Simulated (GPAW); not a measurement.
# Mg6GaB (Amm2) in GPAW: band structure with LDA

Aim: the band structure of Mg6GaB with LDA.

All numbers are computed with GPAW 26.7.0; they aren't measurements. Logs are shortened: lines on timing, memory, paths and dates and some standing lists are left out, and cuts for length are marked. The log counts tension as positive stress, the text compression.

**1. Starting point**

It takes space group Amm2 (No. 38, orthorhombic). Conventional cell: a = 4.045 Å, b = 8.040 Å, c = 9.582 Å, α = 90.00°, β = 90.00°, γ = 90.00°. Around Ga (site symmetry mm2) lie 8 Mg at 2.77 to 3.17 Å. Around Mg (site symmetry mm2) lie 2 B at 2.46 Å. Around Mg (site symmetry m) lie 2 B at 2.72 Å and 2 Mg at 2.90 to 2.91 Å. Mg (site symmetry mm2) has 2 Ga at 2.83 Å and 6 Mg at 2.97 to 3.20 Å as nearest neighbours. Mg (site symmetry m) has 1 B at 2.51 Å and 2 Ga at 2.77 Å as nearest neighbours. B (site symmetry mm2) has 8 Mg at 2.46 to 2.72 Å as nearest neighbours.

The cell comes from a database or a generator and needn't be the stable form of this composition.

**2. Band structure, LDA**

run.py reads:

```python
from ase import Atoms
from ase.dft.bandgap import bandgap
from ase.io import write
from ase.units import GPa
from gpaw import GPAW, PW

atoms = Atoms(['Ga', 'Mg', 'Mg', 'Mg', 'Mg', 'Mg', 'Mg', 'B'],
              cell=[[4.044875, 0.0, 0.0],
                    [0.0, 4.019853, 4.791016],
                    [0.0, -4.019853, 4.791016]],
              scaled_positions=[[0.5, 0.563556, 0.563556],
                                [0.5, 0.130626, 0.130626],
                                [0.5, 0.050183, 0.687918],
                                [0.5, 0.687918, 0.050183],
                                [0.0, 0.357578, 0.357578],
                                [0.0, 0.385097, 0.841319],
                                [0.0, 0.841319, 0.385097],
                                [0.0, 0.983722, 0.983722]],
              pbc=True)

calc = GPAW(mode=PW(800),
            xc='LDA',
            kpts={'size': (5, 3, 3), 'gamma': True},
            occupations={'name': 'fermi-dirac', 'width': 0.05},
            nbands=54,
            convergence={'density': 1e-05, 'energy': 1e-05},
            maxiter=150,
            txt='gpaw.txt')
atoms.calc = calc
energy = atoms.get_potential_energy()
forces = atoms.get_forces()
stress = atoms.get_stress()
calc.write('gs.gpw')
write('result.traj', atoms)
print(f'Energy: {energy:.6f} eV')
print('Forces (eV/A):')
print(forces.round(4))
print('Stress (GPa):', (stress / GPa).round(3))
print('Fermi level:', round(calc.get_fermi_level(), 4), 'eV')
print(f'Gap: {bandgap(calc)[0]:.4f} eV, direct: {bandgap(calc, direct=True)[0]:.4f} eV')

path = atoms.cell.bandpath('GXSRAZGYX1A1TY,ZT', npoints=100, eps=1e-4)
bs_calc = calc.fixed_density(kpts=path, symmetry='off', nbands=83,
                             convergence={'bands': 'CBM+6.0', 'eigenstates': 1e-6}, txt='bands.txt')
bs = bs_calc.band_structure()
bs.write('bs.json')
print(f'Gap on the path: {bandgap(bs_calc)[0]:.4f} eV')
```

Potentials or basis: the program's PAW data sets (release 1.2.1) made for this functional, pw.

Command:

```
> OMP_NUM_THREADS=1 python run.py
```

gpaw.txt:

```text
__  _  _
 | _ |_)|_||  |
 |__||  | ||/\| - 26.7.0

Input parameters:
  mode=PW(ecut=800.0),
  convergence={'density': 1e-05, 'energy': 1e-05},
  kpts=MonkhorstPack(size=(5, 3, 3), gamma=True),
  maxiter=150,
  nbands=54,
  occupations=Occupations(name='fermi-dirac', width=0.05),
  xc=XC(name='LDA')

Diagonalizing LCAO Hamiltonian
Converting LCAO to pw mode

         B

          Mg
              Ga
        Mg      Mg

         Mg
            Mg

              Mg

Atoms  # Å, Bohr magnetons
|   | symbol |        x |         y |        z |    initial magnetic moments |
|---|--------|----------|-----------|----------|-----------------------------|
| 0 |     Ga | 2.022438 |  0.000000 | 5.400012 | ( 0.0000,  0.0000,  0.0000) |
| 1 |     Mg | 2.022438 | -0.000000 | 1.251663 | ( 0.0000,  0.0000,  0.0000) |
| 2 |     Mg | 2.022438 | -2.563601 | 3.536254 | ( 0.0000,  0.0000,  0.0000) |
| 3 |     Mg | 2.022438 |  2.563601 | 3.536254 | ( 0.0000,  0.0000,  0.0000) |
| 4 |     Mg | 0.000000 |  0.000000 | 3.426324 | ( 0.0000,  0.0000,  0.0000) |
| 5 |     Mg | 0.000000 | -1.833945 | 5.875779 | ( 0.0000,  0.0000,  0.0000) |
| 6 |     Mg | 0.000000 |  1.833945 | 5.875779 | ( 0.0000,  0.0000,  0.0000) |
| 7 |      B | 0.000000 |  0.000000 | 9.426056 | ( 0.0000,  0.0000,  0.0000) |

Unit cell  # Å
| periodic |        x |         y |        z |  lengths |    angles |
|----------|----------|-----------|----------|----------|-----------|
|      yes | 4.044875 |  0.000000 | 0.000000 | 4.044875 | 79.995975 |
|      yes | 0.000000 |  4.019853 | 4.791016 | 6.254043 | 90.000000 |
|      yes | 0.000000 | -4.019853 | 4.791016 | 6.254043 | 90.000000 |

Number of symmetries: 4
Symmetry operations  # r_c * U_cc + t_c -> r_c
|   | kind |            matrix            |
|---|------|------------------------------|
| 0 |  E   |  1, 0, 0,  0, 1, 0,  0, 0, 1 |
| 1 |  σ   |  1, 0, 0,  0, 0, 1,  0, 1, 0 |
| 2 |  σ   | -1, 0, 0,  0, 1, 0,  0, 0, 1 |
| 3 |  C2  | -1, 0, 0,  0, 0, 1,  0, 1, 0 |

BZ-sampling:
  Number of BZ points: 45
  Number of IBZ points: 12

  Monkhorst-Pack size: [5, 3, 3]
  Monkhorst-Pack shift: [0, 0, 0]

K-points  # in reciprocal-cell coordinates
|     |                                coordinates |     weight |
|-----|--------------------------------------------|------------|
|   0 | (  0.00000000,   0.00000000,   0.00000000) | 0.02222222 |
|   1 | (  0.00000000,   0.33333333,  -0.33333333) | 0.04444444 |
|   2 | (  0.00000000,   0.33333333,   0.00000000) | 0.08888889 |
|   3 | (  0.00000000,   0.33333333,   0.33333333) | 0.04444444 |
|   4 | (  0.20000000,   0.00000000,   0.00000000) | 0.04444444 |
|   5 | (  0.20000000,   0.33333333,  -0.33333333) | 0.08888889 |
|   6 | (  0.20000000,   0.33333333,   0.00000000) | 0.17777778 |
|   7 | (  0.20000000,   0.33333333,   0.33333333) | 0.08888889 |
|   8 | (  0.40000000,   0.00000000,   0.00000000) | 0.04444444 |
|   9 | (  0.40000000,   0.33333333,  -0.33333333) | 0.08888889 |
| ... |                                            |            |
|  11 | (  0.40000000,   0.33333333,   0.33333333) | 0.08888889 |

Plane wave coefficients: 8027
Cutoff: 800.0 eV

Spin-components: 1 (collinear spins)
Bands:           54
Projectors:      40
Spin-degeneracy: 2
Datatype:        complex128

Parallelization:
  kpt:    1
  domain: 1
  band:   1

Density:
  Valence electrons: 66.0
  Components: 1
  Grid points: [27 42 42]
  Charge: 0.0  # |e|

Potential:
  Grid points: [27 42 42]

species:
  Ga:
    name:    Gallium
    Z:       31.0
    valence: 3
    core:    28
    charge:  0.0  # [|e|]
    compensation charges:
      type: gauss
      rc: 0.37  # [Å]
      lmax: 2
    cutoffs:
      filter: 2.06  # [Å]
      core: 4.17  # [Å]
    projectors
    | kind |    occ | energy [eV] | rcut [Å] |
    |------|--------|-------------|----------|
    |   4s |  2.000 |      -9.167 |    1.164 |
    |   4p |  1.000 |      -2.734 |    1.164 |
    |    s |        |      18.045 |    1.164 |
    |    p |        |      24.478 |    1.164 |
    |    d |        |       0.000 |    1.164 |

    Using partial waves for Ga as LCAO basis

  Mg:
    name:    Magnesium
    Z:       12.0
    valence: 10
    core:    2
    charge:  0.0  # [|e|]
    compensation charges:
      type: gauss
      rc: 0.33  # [Å]
      lmax: 2
    cutoffs:
      filter: 1.86  # [Å]
      core: 0.54  # [Å]
    projectors
    | kind |    occ | energy [eV] | rcut [Å] |
    |------|--------|-------------|----------|
    |   2s |  2.000 |     -79.291 |    1.090 |
    |   3s |  2.000 |      -4.782 |    1.090 |
    |   2p |  6.000 |     -46.725 |    1.085 |
    |   3p |  0.000 |      -1.374 |    1.085 |
    |    d |        |       0.000 |    1.037 |

    Using partial waves for Mg as LCAO basis

  B:
    name:    Boron
    Z:       5.0
    valence: 3
    core:    2
    charge:  0.0  # [|e|]
    compensation charges:
      type: gauss
      rc: 0.20  # [Å]
      lmax: 2
    cutoffs:
      filter: 1.14  # [Å]
      core: 1.42  # [Å]
    projectors
    | kind |    occ | energy [eV] | rcut [Å] |
    |------|--------|-------------|----------|
    |   2s |  2.000 |      -9.383 |    0.635 |
    |   2p |  1.000 |      -3.714 |    0.635 |
    |    s |        |      17.828 |    0.635 |
    |    p |        |      23.498 |    0.635 |
    |    d |        |       0.000 |    0.635 |

    Using partial waves for B as LCAO basis

Reference energy: -86034.050487  # eV

eigensolver:
  PPCG
  Converge bands: occupied
  niter=2

density mixing:
  MSR1-Mixer
  Pratt-step length: 0.05
  Maximum mixing coefficient: 0.75
  Old densities: 10
  SVD Regularization: 0.005
  Good broyden scale: 1.0
  Trust region scale: 1.0
  Backstep threshold: 4.0
  History deletion threshold: 6.0
  Fourier metric: weight=20.0, sigma=0.015

occupation numbers:
  Fermi-Dirac:
    width: 0.0500  # eV

poisson solver:
  ecut: 6400.0  # eV

xc functional:
  name: None

convergence criteria:
- Maximum integral of absolute [dens]ity change: 1e-05 electrons / valence electron
- Maximum [total energy] change in last 3 cyles: 1e-05 eV / valence electron
- Maximum integral of absolute [eigenst]ate change: 4e-08 eV^2 / valence electron
maximum number of iterations: 150

SCF iterations
|iter     | |      energy | eigst |  dens |
|---------|-|-------------|-------|-------|
|iter:   1| |  -22.853081 | +0.28 |       |
|iter:   2| |  -22.267106 | -1.82 | -1.23 |
|iter:   3| |  -21.202580 | -1.79 | -1.30 |
|iter:   4| |  -21.174261 | -2.88 | -1.67 |
|iter:   5| |  -21.162298 | -3.11 | -1.90 |
|iter:   6| |  -21.159035 | -3.72 | -2.28 |
|iter:   7| |  -21.158894 | -5.14 | -3.05 |
|iter:   8| |  -21.158880c| -6.04 | -3.48 |
|iter:   9| |  -21.158880c| -7.05 | -4.05 |
|iter:  10| |  -21.158881c| -7.72c| -4.60 |
|iter:  11| |  -21.158881c| -7.97c| -5.29c|

Converged in 11 steps
Energy contributions relative to reference atoms: (reference = -86034.050487)

Energy contributions:
  Kinetic:           0.628323
  Coulomb:           9.914508
  Zero:             -0.467365
  External:          0.000000
  Xc:              -31.224433
  Entropy:          -0.019827
  Spinorbit:         0.000000
  ----------------------------
  Free energy:     -21.168794
  Extrapolated:    -21.158881

dipole moment: (-23.858742, 0.000000, 2.608866)  # |e|*Ang

Fermi level: 4.109
Eigenvalues  # (at kpt = [0.000, 0.000, 0.000])
| band index |      eig [eV] | occ [0-2] |
|------------|---------------|-----------|
|          0 |       -71.414 |     2.000 |
|        ... |               |           |
|         25 |        -2.442 |     2.000 |
|         26 |        -0.089 |     2.000 |
|         27 |         0.343 |     2.000 |
|         28 |         1.077 |     2.000 |
|         29 |         2.048 |     2.000 |
|         30 |         2.379 |     2.000 |
[... 8 lines left out ...]
|         39 |         8.562 |     0.000 |
|         40 |         8.759 |     0.000 |
|        ... |               |           |
|         53 |        13.734 |     0.000 |

No gap
No difference between direct/indirect transitions

Forces  # eV/Ang
|       x |        y |        z |
|---------|----------|----------|
| 0.00000 |  0.00000 | -0.04775 |  # Ga   0
| 0.00000 |  0.00000 | -0.16920 |  # Mg   1
| 0.00000 | -0.07275 |  0.04891 |  # Mg   2
| 0.00000 |  0.07275 |  0.04891 |  # Mg   3
| 0.00000 |  0.00000 |  0.05626 |  # Mg   4
| 0.00000 | -0.09268 | -0.06621 |  # Mg   5
| 0.00000 |  0.09268 | -0.06621 |  # Mg   6
| 0.00000 |  0.00000 |  0.19537 |  # B    7

Stress tensor  # eV/Ang^3
|        x |        y |        z |
|----------|----------|----------|
| 0.025522 | 0.000000 | 0.000000 |
| 0.000000 | 0.018422 | 0.000000 |
| 0.000000 | 0.000000 | 0.015835 |

# Writing to gs.gpw (mode='')
```

It took 13 min on 1 thread of Intel Xeon Platinum 8259CL at 2.50GHz (Skylake/Cascade Lake), shared host; peak memory 1.7 GiB.

What came out:

```yaml
Free_energy: -21.1688 eV
Pressure: -3.2 GPa
Largest_force: 0.195 eV/Å
Band_gap_along_the_path: none (metal or under the smearing width)
```

Forces in eV/Å, atoms in the order of the input:
```
Ga   0.000  0.000 -0.048
Mg   0.000  0.000 -0.169
Mg   0.000 -0.073  0.049
Mg   0.000  0.073  0.049
Mg   0.000  0.000  0.056
Mg   0.000 -0.093 -0.066
Mg   0.000  0.093 -0.066
B    0.000  0.000  0.195
```

Levels at the corners of the path, in eV from the Fermi level:
```tsv
point	band 29	band 30	band 31	band 32	band 33	band 34	band 35	band 36
Γ	-3.03	-2.06	-1.73	-0.67	-0.32	1.09	1.22	1.68
X	-0.92	-0.56	-0.38	-0.20	0.67	0.94	1.65	2.09
S	-2.98	-2.71	-0.44	-0.03	0.70	0.86	1.47	2.17
R	-2.08	-2.06	-1.52	-1.52	-1.23	-0.91	0.04	0.36
A	-3.41	-3.32	-2.80	-2.77	1.03	1.04	1.32	1.95
Z	-2.19	-2.15	-1.82	-1.72	-0.77	-0.68	-0.18	0.02
Γ	-3.03	-2.06	-1.73	-0.67	-0.32	1.09	1.22	1.68
Y	-0.65	-0.38	-0.25	-0.20	0.75	1.00	1.58	1.70
X1	-0.92	-0.56	-0.38	-0.20	0.67	0.94	1.65	2.09
A1	-3.41	-3.32	-2.80	-2.77	1.03	1.04	1.32	1.95
T	-3.41	-3.36	-3.12	-3.08	1.12	1.35	1.49	2.30
Y	-0.65	-0.38	-0.25	-0.20	0.75	1.00	1.58	1.70
Z	-2.19	-2.15	-1.82	-1.72	-0.77	-0.68	-0.18	0.02
T	-3.41	-3.36	-3.12	-3.08	1.12	1.35	1.49	2.30
```
